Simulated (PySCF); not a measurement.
# C3H9Al: magnetic properties

What do calculations give for the magnetic properties of C3H9Al (`CC[CH2][AlH2]`)?

Computed with PySCF 2.14.0 and routines of our own; the level stands in each step. Atoms count from 0.

## (1) The system as given

13 atoms, charge 0, multiplicity 1; geometry from: GFN2-xTB.

## (2) Optimising the geometry at PBE0-D3(BJ)/def2-SVP

What the job is given:

```
{"job": {"xc": "PBE0", "basis": "def2-SVP", "d3": "d3bj", "grid": 1, "kind": "geom"}, "charge": 0, "multiplicity": 1}
C     -1.212253     0.252313    -1.041805
C     -0.820681    -0.348704     0.298373
C      0.620582    -0.890043     0.246670
Al     1.762894     0.716671    -0.104262
H     -0.476931     1.021077    -1.318048
H     -2.196857     0.712859    -1.002106
H     -1.213364    -0.506184    -1.822260
H     -0.883534     0.433506     1.063852
H     -1.528944    -1.135820     0.572005
H      0.686319    -1.665916    -0.530499
H      0.831978    -1.416462     1.189316
H      3.120947     0.721251    -0.851050
H      1.305455     2.105939     0.420839
```

Command:

```bash
OMP_NUM_THREADS=1 python excited_run.py task.json out
```

The driver reads the jobs from task.json and runs them one after another.

The program printed:

```text
step   0  E = -361.71762950  max force = 0.016871
step   1  E = -361.72159740  max force = 0.004354
step   2  E = -361.72205996  max force = 0.003965
step   3  E = -361.72225596  max force = 0.001421
step   4  E = -361.72235758  max force = 0.001040
step   5  E = -361.72239571  max force = 0.001020
step   6  E = -361.72241435  max force = 0.000404
step   7  E = -361.72242111  max force = 0.000436
optimisation converged
```

It took 19 s on 1 thread of Arm Neoverse V1, shared host; peak memory 0.53 GiB.

The steps of the relaxation:

| step | energy from step 0 (eV) | largest force component (eV/Å) |
| --- | --- | --- |
| 0 | 0.0000 | 0.8675 |
| 1 | -0.1080 | 0.2239 |
| 2 | -0.1206 | 0.2039 |
| 3 | -0.1259 | 0.0731 |
| 4 | -0.1287 | 0.0535 |
| 5 | -0.1297 | 0.0525 |
| 6 | -0.1302 | 0.0208 |
| 7 | -0.1304 | 0.0224 |

Close pairs (by a distance rule), those that changed most:

| bond | before (Å) | after (Å) | change (Å) |
| --- | --- | --- | --- |
| Al3–H11 | 1.550 | 1.595 | +0.045 |
| Al3–H12 | 1.554 | 1.596 | +0.042 |
| C2–Al3 | 2.002 | 1.967 | -0.036 |
| C0–H6 | 1.088 | 1.102 | +0.014 |
| C0–H5 | 1.088 | 1.101 | +0.013 |
| C1–H8 | 1.094 | 1.105 | +0.011 |
| C1–C2 | 1.540 | 1.530 | -0.010 |
| C2–H10 | 1.100 | 1.109 | +0.009 |

The end geometry stands in the next job.

| at the end point | value |
| --- | --- |
| point group (found at 0.08 Å tolerance) | C1 |
| rotational constants (GHz, main isotopes) | 10.556, 3.066, 2.665 |
| dipole moment (D) | 0.92 |

## (3) Magnetic properties: GIAO KT3/pcSseg-1

What the job is given:

```
{"job": {"kind": "mag", "xc": "KT3", "basis": "pcSseg-1", "isotopologues": 4}, "charge": 0, "multiplicity": 1}
C     -1.339638     0.255568    -1.038430
C     -0.855754    -0.353949     0.269185
C      0.615581    -0.771023     0.217264
Al     1.903423     0.686910    -0.072605
H     -0.764704     1.164937    -1.292661
H     -2.399840     0.547843    -0.993049
H     -1.223510    -0.451895    -1.875734
H     -1.007558     0.376485     1.083433
H     -1.494396    -1.219169     0.521676
H      0.768968    -1.553948    -0.548905
H      0.908642    -1.255446     1.170731
H      3.326495     0.407708    -0.736171
H      1.558002     2.166867     0.416243
```

With the program's defaults for keys left out, this is: GIAO KT3/pcSseg-1 magnetisability, rotational g tensor and spin-rotation constants, non-relativistic, gas phase.

The program printed:

```text
coarse grid: 10464 points
cycle   1  E = -366.0215179211  dE = -7.848e-02  |g| = 5.376e-01  |ddm| = 3.024e+00
cycle   2  E = -365.8848304060  dE =  1.367e-01  |g| = 8.688e-01  |ddm| = 1.500e+00
cycle   3  E = -366.1074440072  dE = -2.226e-01  |g| = 7.724e-02  |ddm| = 1.042e+00
cycle   4  E = -366.1093160179  dE = -1.872e-03  |g| = 2.828e-02  |ddm| = 1.364e-01
cycle   5  E = -366.1095068462  dE = -1.908e-04  |g| = 7.804e-03  |ddm| = 2.874e-02
cycle   6  E = -366.1095228865  dE = -1.604e-05  |g| = 1.690e-03  |ddm| = 8.470e-03
cycle   7  E = -366.1095235444  dE = -6.578e-07  |g| = 4.394e-04  |ddm| = 2.136e-03
final grid: 93864 points
cycle   8  E = -366.1263846064  dE = -1.236e-04  |g| = 9.940e-03  |ddm| = 2.803e-02
cycle   9  E = -366.1263838082  dE =  7.983e-07  |g| = 7.222e-03  |ddm| = 1.012e-02
cycle  10  E = -366.1263906542  dE = -6.846e-06  |g| = 2.798e-03  |ddm| = 8.171e-03
cycle  11  E = -366.1263928552  dE = -2.201e-06  |g| = 1.917e-04  |ddm| = 2.852e-03
cycle  12  E = -366.1263928651  dE = -9.921e-09  |g| = 8.448e-05  |ddm| = 3.825e-04
cycle  13  E = -366.1263928669  dE = -1.761e-09  |g| = 2.381e-05  |ddm| = 8.827e-05
cycle  14  E = -366.1263928670  dE = -1.660e-10  |g| = 3.287e-06  |ddm| = 3.128e-05
converged SCF energy = -366.1263928670

Magnetisability tensor (1e-30 J/T^2)
     -828.28       16.00      -56.64
       16.00     -753.63       43.72
      -56.64       43.72     -856.73
isotropic -812.88   principal values    -913.32   -788.04   -737.28
isotropic susceptibility -48.953 1e-6 cm^3/mol

Inertial axes            a          b          c
rot. const./GHz     10.5556     3.0664     2.6650
chi total           -50.014    -50.734    -46.110
chi diamagnetic    -208.904   -488.749   -548.522
chi paramagnetic    158.891    438.015    502.411
quadrupole/D A       -2.233      2.469     -0.236
g nuclear            0.7244     0.6096     0.6066
g electronic        -0.7879    -0.6310    -0.6290
g total             -0.0635    -0.0214    -0.0224

Spin-rotation constants (kHz, H = +C I.J)
atom  isotope        aa         bb         cc
  3   27Al        8.490      2.219      2.357
  4     1H       -0.420     -0.111     -0.323
  5     1H       -0.004     -0.301     -0.222
  6     1H       -1.105     -0.344      0.070
  7     1H       -1.011     -0.329      0.085
  8     1H       -0.395     -0.101     -0.261
  9     1H       -1.139     -0.326      0.061
 10     1H       -1.040      0.002     -0.280
 11     1H       -0.062     -0.208     -0.062
 12     1H       -0.707     -0.107      0.015
  0    13C*       1.635      0.424      0.459
  1    13C*       1.654      0.495      0.431
  2    13C*       1.435      0.479      0.462
* in the singly substituted isotopologue

Isotopologues: g along a, b, c
2H    at 4,5,6,7,8,9,10    -0.0438    -0.0176    -0.0184
13C   at 0                 -0.0624    -0.0211    -0.0220
13C   at 1                 -0.0631    -0.0211    -0.0222
13C   at 2                 -0.0624    -0.0214    -0.0223
```

Wall time 17 s (1 thread of Arm Neoverse V1, shared host); peak memory 0.62 GiB.

In short:

| quantity | value |
| --- | --- |
| magnetisability | -813·10⁻³⁰ J/T² |
| molar susceptibility | -49.0·10⁻⁶ cm³/mol |
| rotational g (a, b, c) | -0.0635, -0.0214, -0.0224 |

The fields below are evaluated on a grid from the run's orbitals.

Frontier orbitals at KT3/pcSseg-1, with the share of their density that lies nearest to each atom:

| orbital | energy (eV) | lies on |
| --- | --- | --- |
| HOMO | -6.42 | C2 36 %; Al3 15 %; H8, H11, H12 about 9 % each |
| LUMO | -2.03 | Al3 46 %; H11, H12 about 16 % each; H4, H10 about 8 % each |

ELF in a plane through or near 5 of the atoms.

Values, 10 rows by 14 columns:
```
0.00 0.00 0.00 0.00 0.00 0.00 0.00 0.00 0.00 0.00 0.00 0.00 0.00 0.00
0.00 0.00 0.00 0.00 0.00 0.00 0.01 0.00 0.00 0.00 0.00 0.00 0.00 0.00
0.00 0.00 0.00 0.00 0.02 0.74 0.68 0.06 0.05 0.47 0.01 0.00 0.00 0.00
0.00 0.00 0.00 0.01 0.04 0.67 0.79 0.36 0.76 0.99 0.23 0.00 0.00 0.00
0.00 0.00 0.45 0.56 0.26 0.85 0.43 0.88 0.56 0.42 0.01 0.00 0.00 0.00
0.00 0.06 0.96 0.98 0.60 0.24 0.68 0.15 0.83 0.64 0.92 0.19 0.00 0.00
0.00 0.02 0.69 0.76 0.07 0.06 0.06 0.75 0.95 0.88 1.00 0.59 0.00 0.00
0.00 0.00 0.02 0.11 0.33 0.47 0.01 0.97 0.99 0.14 0.57 0.02 0.00 0.00
0.00 0.00 0.00 0.00 0.01 0.01 0.00 0.01 0.08 0.00 0.00 0.00 0.00 0.00
0.00 0.00 0.00 0.00 0.00 0.00 0.00 0.00 0.00 0.00 0.00 0.00 0.00 0.00
```
The map spans 11.7 Å across and 8.8 Å up, centred on the molecule. Atoms in the plane (x, y in Å): C0 (1.4, -0.7), C2 (-0.6, 0.9), Al3 (-2.0, -0.4), H4 (0.8, -1.6), H5 (2.4, -1.0).

log10 of the density (e/Å³) in the same plane.

Values, 10 rows by 14 columns:
```
-4.0 -4.0 -4.0 -4.0 -4.0 -4.0 -4.0 -4.0 -4.0 -4.0 -4.0 -4.0 -4.0 -4.0
-4.0 -4.0 -4.0 -4.0 -3.7 -3.0 -2.8 -3.2 -3.6 -3.7 -4.0 -4.0 -4.0 -4.0
-4.0 -4.0 -4.0 -3.6 -2.5 -1.3 -1.1 -1.7 -1.9 -2.0 -2.9 -4.0 -4.0 -4.0
-4.0 -3.8 -3.1 -2.5 -1.8 -0.5  0.0 -0.5 -0.6 -0.8 -2.1 -3.6 -4.0 -4.0
-4.0 -3.1 -2.1 -1.4 -1.0 -0.2  1.5  0.1  0.0 -0.7 -2.0 -3.2 -4.0 -4.0
-3.8 -2.6 -1.4 -0.5  0.8  0.2 -0.6 -0.7  0.2  0.0 -0.8 -2.2 -3.8 -4.0
-3.9 -2.8 -1.7 -0.9 -0.6 -0.9 -1.4 -0.7  0.2  0.1 -0.4 -2.0 -3.6 -4.0
-4.0 -3.4 -2.5 -1.8 -1.4 -1.5 -1.9 -1.0 -0.5 -1.3 -1.7 -2.7 -4.0 -4.0
-4.0 -4.0 -3.7 -3.1 -2.7 -2.7 -3.0 -2.6 -2.4 -2.8 -3.3 -4.0 -4.0 -4.0
-4.0 -4.0 -4.0 -4.0 -3.9 -3.9 -4.0 -4.0 -4.0 -4.0 -4.0 -4.0 -4.0 -4.0
```
The map spans 11.7 Å across and 8.8 Å up, centred on the molecule. Atoms in the plane (x, y in Å): C0 (1.4, -0.7), C2 (-0.6, 0.9), Al3 (-2.0, -0.4), H4 (0.8, -1.6), H5 (2.4, -1.0).

On the surface of density 0.002 e/bohr³ the electrostatic potential runs, from the 1st to the 99th percentile, from -0.60 to 2.91 V.

## (4) Magnetic properties: GIAO KT2/6-31G* in chloroform

Settings changed since step 3:

```diff
@@ -1,2 +1,2 @@
-{"job": {"kind": "mag", "xc": "KT3", "basis": "pcSseg-1", "isotopologues": 4}, "charge": 0, "multiplicity": 1}
+{"job": {"kind": "mag", "xc": "KT2", "basis": "6-31G*", "scf": {"conv": 1e-07}, "solvent": "chloroform"}, "charge": 0, "multiplicity": 1}
 C     -1.339638     0.255568    -1.038430
```

Method: GIAO KT2/6-31G* magnetisability, non-relativistic, IEF-PCM chloroform.

The program printed:

```text
final grid: 93864 points
cycle   1  E = -366.3646829693  dE = -5.187e-02  |g| = 5.376e-01  |ddm| = 2.865e+00
cycle   2  E = -366.2399251819  dE =  1.248e-01  |g| = 8.405e-01  |ddm| = 1.481e+00
cycle   3  E = -366.4497181817  dE = -2.098e-01  |g| = 6.255e-02  |ddm| = 9.771e-01
cycle   4  E = -366.4508325986  dE = -1.114e-03  |g| = 2.874e-02  |ddm| = 9.986e-02
cycle   5  E = -366.4510419773  dE = -2.094e-04  |g| = 5.619e-03  |ddm| = 2.922e-02
cycle   6  E = -366.4510507841  dE = -8.807e-06  |g| = 1.175e-03  |ddm| = 6.529e-03
cycle   7  E = -366.4510511729  dE = -3.888e-07  |g| = 3.343e-04  |ddm| = 1.538e-03
cycle   8  E = -366.4510512008  dE = -2.790e-08  |g| = 7.240e-05  |ddm| = 3.910e-04
converged SCF energy = -366.4510512008

Magnetisability tensor (1e-30 J/T^2)
     -822.31        8.49      -63.07
        8.49     -751.12       48.55
      -63.07       48.55     -862.36
isotropic -811.93   principal values    -920.29   -785.61   -729.90
isotropic susceptibility -48.896 1e-6 cm^3/mol

Inertial axes            a          b          c
rot. const./GHz     10.5556     3.0664     2.6650
chi total           -49.945    -51.014    -45.727
chi diamagnetic    -207.702   -487.952   -547.567
chi paramagnetic    157.757    436.938    501.840
quadrupole/D A       -2.603      2.788     -0.185
```

It took 5.6 s on 1 thread of Arm Neoverse V1, shared host; peak memory 0.64 GiB.

From this job:

| quantity | value |
| --- | --- |
| magnetisability | -812·10⁻³⁰ J/T² |
| molar susceptibility | -48.9·10⁻⁶ cm³/mol |

## (5) Magnetic properties: GIAO HF/pcSseg-0, grid 4

Settings changed since step 4:

```diff
@@ -1,2 +1,2 @@
-{"job": {"kind": "mag", "xc": "KT2", "basis": "6-31G*", "scf": {"conv": 1e-07}, "solvent": "chloroform"}, "charge": 0, "multiplicity": 1}
+{"job": {"kind": "mag", "xc": "HF", "basis": "pcSseg-0", "grid": 4}, "charge": 0, "multiplicity": 1}
 C     -1.339638     0.255568    -1.038430
```

Method: GIAO HF/pcSseg-0 magnetisability, rotational g tensor and spin-rotation constants, non-relativistic, gas phase.

The program printed:

```text
final grid: 255888 points
cycle   1  E = -360.1014300191  dE =  1.565e-01  |g| = 2.782e-01  |ddm| = 3.083e+00
cycle   2  E = -360.1343251470  dE = -3.290e-02  |g| = 8.233e-02  |ddm| = 5.090e-01
cycle   3  E = -360.1367483620  dE = -2.423e-03  |g| = 2.915e-02  |ddm| = 1.527e-01
cycle   4  E = -360.1370375556  dE = -2.892e-04  |g| = 3.054e-03  |ddm| = 4.723e-02
cycle   5  E = -360.1370422943  dE = -4.739e-06  |g| = 5.520e-04  |ddm| = 8.677e-03
cycle   6  E = -360.1370424900  dE = -1.957e-07  |g| = 1.755e-04  |ddm| = 2.169e-03
cycle   7  E = -360.1370425075  dE = -1.752e-08  |g| = 5.893e-05  |ddm| = 4.876e-04
cycle   8  E = -360.1370425111  dE = -3.514e-09  |g| = 1.239e-05  |ddm| = 2.862e-04
cycle   9  E = -360.1370425113  dE = -2.221e-10  |g| = 3.260e-06  |ddm| = 5.837e-05
converged SCF energy = -360.1370425113

Magnetisability tensor (1e-30 J/T^2)
     -958.16       23.02      -64.41
       23.02     -875.60       45.06
      -64.41       45.06     -996.63
isotropic -943.46   principal values   -1058.27   -911.49   -860.63
isotropic susceptibility -56.817 1e-6 cm^3/mol

Inertial axes            a          b          c
rot. const./GHz     10.5556     3.0664     2.6650
chi total           -57.761    -58.670    -54.018
chi diamagnetic    -213.039   -493.418   -552.544
chi paramagnetic    155.278    434.748    498.526
quadrupole/D A       -2.472      3.138     -0.666
g nuclear            0.7244     0.6096     0.6066
g electronic        -0.7700    -0.6263    -0.6242
g total             -0.0456    -0.0167    -0.0175

Spin-rotation constants (kHz, H = +C I.J)
atom  isotope        aa         bb         cc
  3   27Al        8.194      2.130      2.246
  4     1H       -0.591     -0.168     -0.365
  5     1H       -0.180     -0.351     -0.263
  6     1H       -1.263     -0.397      0.029
  7     1H       -1.193     -0.377      0.026
  8     1H       -0.590     -0.155     -0.302
  9     1H       -1.329     -0.373      0.001
 10     1H       -1.219     -0.065     -0.328
 11     1H       -0.177     -0.250     -0.093
 12     1H       -0.853     -0.143     -0.012
  0    13C*       1.282      0.343      0.370
  1    13C*       1.210      0.367      0.302
  2    13C*       1.093      0.343      0.338
* in the singly substituted isotopologue
```

Run time: 1.6 s. Hardware: 1 thread of Arm Neoverse V1, shared host; peak memory 0.43 GiB.

In short:

| quantity | value |
| --- | --- |
| magnetisability | -943·10⁻³⁰ J/T² |
| molar susceptibility | -56.8·10⁻⁶ cm³/mol |
| rotational g (a, b, c) | -0.0456, -0.0167, -0.0175 |

## (6) The levels compared

| level | ξ (10⁻³⁰ J/T²) | g(a) | g(b) | gap (eV) | functions | time |
| --- | --- | --- | --- | --- | --- | --- |
| GIAO KT3/pcSseg-1 | -813 | -0.0635 | -0.0214 | 4.40 | 120 | 17 s |
| GIAO HF/pcSseg-0, grid 4 | -943 | -0.0456 | -0.0167 | 12.13 | 58 | 1.6 s |

## (7) Outcome

| quantity | value |
| --- | --- |
| point group | C1 |
| rotational constants (main isotopes) | 10.56, 3.07, 2.66 GHz |
| magnetisability (step 3, GIAO KT3/pcSseg-1) | -813·10⁻³⁰ J/T² |
| molar susceptibility (step 3, GIAO KT3/pcSseg-1) | -49.0·10⁻⁶ cm³/mol |
| rotational g (a, b, c) (step 3, GIAO KT3/pcSseg-1) | -0.0635, -0.0214, -0.0224 |
| surface potential, 1st and 99th percentile | -0.60 V and 2.91 V |
| magnetisability over the levels | -943 to -813·10⁻³⁰ J/T² |

Over 7 steps the energy fell by 0.130 eV; of the close pairs, Al3–H11 changed most, 1.550 to 1.595 Å. By nearest atom (KT3/pcSseg-1), the HOMO sits on C2 36 %; Al3 15 % and the LUMO on Al3 46 %; H11, H12 about 16 % each. The magnetisability spreads by 14.9 % over 2 levels, from GIAO HF/pcSseg-0, grid 4 (1.6 s) to GIAO KT3/pcSseg-1 (17 s); the runs took 1.6 s to 17 s. Two levels can agree by chance, so this spread shows no convergence. Vibrational averaging and real surroundings are missing from these values.
